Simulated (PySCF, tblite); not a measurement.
# C₂H₆BrOSi radical: geometry, infrared bands and EPR parameters

Wanted: the infrared bands and EPR parameters of C₂H₆BrOSi radical (`[SiH3]OC[CH]Br`), by calculation.

Computed with tblite 0.8.0 and PySCF 2.14.0, with density-fitted response routines of our own, on a single molecule in the gas phase. Atoms count from 0, in the outputs and in this text.

## (1) The molecule as given

11 atoms, charge 0, multiplicity 2; geometry from: force field or distance geometry start.

Bonds of the start (Å): Si0–O1 1.65, O1–C2 1.43, C2–C3 1.47, C3–Br4 1.84, Si0–H5 1.48, Si0–H6 1.48, Si0–H7 1.48, C2–H8 1.09, C2–H9 1.10, C3–H10 1.09.

## (2) Geometry optimisation with GFN2-xTB

The job: settings as JSON, then the geometry in Å.

```
{"job": {"kind": "relax", "xc": "GFN2-xTB", "basis": "xTB"}, "charge": 0, "multiplicity": 2}
Si    -1.862700     0.295900     0.573200
O     -0.482400    -0.573300     0.331200
C      0.715300     0.127700    -0.000500
C      1.787400    -0.861600    -0.182700
Br     3.259100    -0.444600    -1.196500
H     -1.650100     1.275900     1.662800
H     -2.981700    -0.611200     0.928500
H     -2.187900     1.038300    -0.668100
H      0.986600     0.819700     0.803300
H      0.549600     0.693100    -0.929100
H      1.872300    -1.757200     0.437100
```

Run with:

```console
> OMP_NUM_THREADS=1 python probes_run.py task.json out
```

One launch serves the whole session: the jobs run in the order shown.

**Question.** This job is followed by: GFN2-xTB harmonic vibrations, gas phase; UKS B3LYP, def2-TZVP-core on Br, pcH-1 on C H O Si, non-relativistic, mean-field spin-orbit, GIAO. What will the session give for the following? strongest single infrared mode (GFN2-xTB); zero-point energy (GFN2-xTB); g(iso) (B3LYP); ⟨S²⟩; largest a(iso) (averaged by class); surface potential, 1st and 99th percentile.

As calculated:

| quantity | value |
| --- | --- |
| strongest single infrared mode (GFN2-xTB) | 2220 cm⁻¹, 372 km/mol |
| zero-point energy (GFN2-xTB) | 43.1 kcal/mol |
| g(iso) (B3LYP) | 2.01464 |
| ⟨S²⟩ | 0.755 (exact 0.75) |
| largest a(iso) (averaged by class) | 13C on C3, 131.6 MHz |
| surface potential, 1st and 99th percentile | -0.92 V and 1.50 V |

In words: The optimisation took 72 steps and gained 0.152 eV; among the close pairs (by a distance rule), O1–C2 changed most, from 1.427 to 1.387 Å. No mode is imaginary among the 27: a minimum at this level. The strongest single mode, at 2220 cm⁻¹, moves mainly H5 and H7. GFN2-xTB is a fitted tight-binding method: band positions and strengths are rough. Its intensities can rank the bands wrongly. C3 carries the largest spin population, 0.95 e. The isotropic g lies 12.3 ppt above the free-electron value. The hyperfine terms hold no scalar relativity, which the heavier nuclei need.
